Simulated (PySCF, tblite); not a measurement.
**C6H10ClFSi: geometry, infrared bands and NMR shifts**

What infrared bands and NMR shifts should C6H10ClFSi (`C=CC(=C)[SiH2][C@@H](Cl)CF`) show?

The runs use tblite 0.8.0 and PySCF 2.14.0, with density-fitted response routines of our own; the level of theory stands in each step. All values are computed, except where a source is named. Atoms are numbered from 0 throughout.

## (1) The molecule as given

19 atoms, charge 0, multiplicity 1; geometry from: force field or distance geometry start.

Bonds of the start (Å): C0–C1 1.34, C1–C2 1.47, C2–C3 1.35, C2–Si4 1.87, Si4–C5 1.87, C5–Cl6 1.79, C5–C7 1.52, C7–F8 1.36, C0–H9 1.07, C0–H10 1.09, C1–H11 1.09, C3–H12 1.09, C3–H13 1.10, Si4–H14 1.49, Si4–H15 1.49, C5–H16 1.10, C7–H17 1.10, C7–H18 1.09.

## (2) Relaxing the molecule with GFN2-xTB

What the job is given:

```
{"job": {"kind": "relax", "xc": "GFN2-xTB", "basis": "xTB"}, "charge": 0, "multiplicity": 1}
C     -0.662100     2.153900     0.784000
C     -1.431200     1.055100     0.792000
C     -1.004000    -0.351900     0.765000
C     -1.958400    -1.301600     0.787400
Si     0.800900    -0.830800     0.674900
C      1.433800    -0.911900    -1.086900
Cl     0.644800    -2.291800    -1.912500
C      1.251700     0.354500    -1.906200
F      2.016200     1.345400    -1.386300
H      0.408100     2.156100     0.743300
H     -1.147300     3.132600     0.822900
H     -2.508800     1.210800     0.858100
H     -3.022600    -1.073400     0.863000
H     -1.709500    -2.369900     0.769200
H      1.613200     0.131800     1.471200
H      0.971400    -2.150200     1.343800
H      2.508100    -1.145000    -1.043500
H      0.206200     0.690700    -1.936400
H      1.579700     0.204900    -2.936600
```

The run is started by

```
$ OMP_NUM_THREADS=1 python probes_run.py task.json out
```

One launch serves the whole session: the jobs run in the order shown.

**Question.** This job is followed by: GFN2-xTB harmonic vibrations, gas phase; GIAO PBE0/pcSseg-1 NMR shielding, non-relativistic, gas phase. What will the session give for the following? strongest single infrared mode (GFN2-xTB); zero-point energy (GFN2-xTB); 13C shifts against TMS (PBE0/pcSseg-1); 1H shifts against TMS (PBE0/pcSseg-1); 29Si shifts against TMS (PBE0/pcSseg-1); 35Cl shifts against HCl (PBE0/pcSseg-1); 19F shifts against CFCl3 (PBE0/pcSseg-1).

The runs gave:

| quantity | value |
| --- | --- |
| strongest single infrared mode (GFN2-xTB) | 2267 cm⁻¹, 324 km/mol |
| zero-point energy (GFN2-xTB) | 86.6 kcal/mol |
| 13C shifts against TMS (PBE0/pcSseg-1) | 151.5, 146.4, 145.9, 126.0, 85.8, 45.2 ppm |
| 1H shifts against TMS (PBE0/pcSseg-1) | 6.85, 6.45, 6.11, 5.93, 5.58, 5.09, 4.93, 4.54, 4.27, 3.57 ppm |
| 29Si shifts against TMS (PBE0/pcSseg-1) | -43.4 ppm |
| 35Cl shifts against HCl (PBE0/pcSseg-1) | 68 ppm |
| 19F shifts against CFCl3 (PBE0/pcSseg-1) | -231.7 ppm |

What this shows: The optimisation took 108 steps and gained 0.154 eV; among the close pairs (by a distance rule), Si4–C5 changed most, from 1.874 to 1.929 Å. All 51 modes are real, so the xTB geometry is a minimum. The strongest single mode, at 2267 cm⁻¹, moves mainly H15. Unscaled tight-binding wavenumbers are off by several per cent, some by more. Its intensities can rank the bands wrongly. H11 (hydrogen on an alkene CH) lies farthest downfield among hydrogen, at 6.85 ppm; olefinic region. At PBE0/pcSseg-1: Shielding is most anisotropic at Cl6 (span 312 ppm, paramagnetic term -267 ppm).
